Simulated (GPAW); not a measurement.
Crystal: Ir3Rh.

```
Ir Rh
1.0
     3.84034    0.00000    0.00000
     0.00000    3.84034    0.00000
     0.00000    0.00000    3.84034
Ir Rh
3 1
Direct
  0.50000 0.50000 0.00000
  0.00000 0.50000 0.50000
  0.50000 0.00000 0.50000
  0.00000 0.00000 0.00000
```

The cell comes from a database or a generator and needn't be the stable form of this composition.

* Program: GPAW 26.7.0
* Task: single point
* Functional: PBEsol
* Potentials or basis: PAW data sets generated in the run's folder for this functional
* Cutoff: 600 eV
* Basis: pw
* k mesh: 7 × 7 × 7
* Occupations: fermi-dirac, width 0.05 eV
* Spin: no spin polarisation

On this cell: pressure -6.3 GPa; largest force zero by symmetry; band gap on the k mesh none (metal or under the smearing width).

The same run follows on a disturbed copy (atoms moved at random, drawn with an rms of 0.05 Å):

```xyz
4
Lattice="3.8403 0.0000 0.0000 0.0000 3.8403 0.0000 0.0000 0.0000 3.8403" Properties=species:S:1:pos:R:3 pbc="T T T"
Ir    1.9294    1.9450   -0.0025
Ir    0.0044    1.8896    1.9011
Ir    1.9236   -0.0228    1.9403
Rh    0.0422    0.0149   -0.0202
```

**Question.** What changes?

**Answer.** The energy (extrapolated to zero smearing) moves by +7.0 meV/atom; pressure -6.0 GPa; largest force 0.546 eV/Å; band gap on the k mesh none (metal or under the smearing width).

Forces on the atoms (eV/Å):
```
Ir   0.137 -0.352  0.010
Ir   0.076  0.322  0.114
Ir   0.215  0.269 -0.363
Rh  -0.428 -0.239  0.239
```

Stress tensor (GPa, compression positive):
```
-6.15 -0.06 -0.20
-0.06 -6.00 -0.16
-0.20 -0.16 -5.77
```
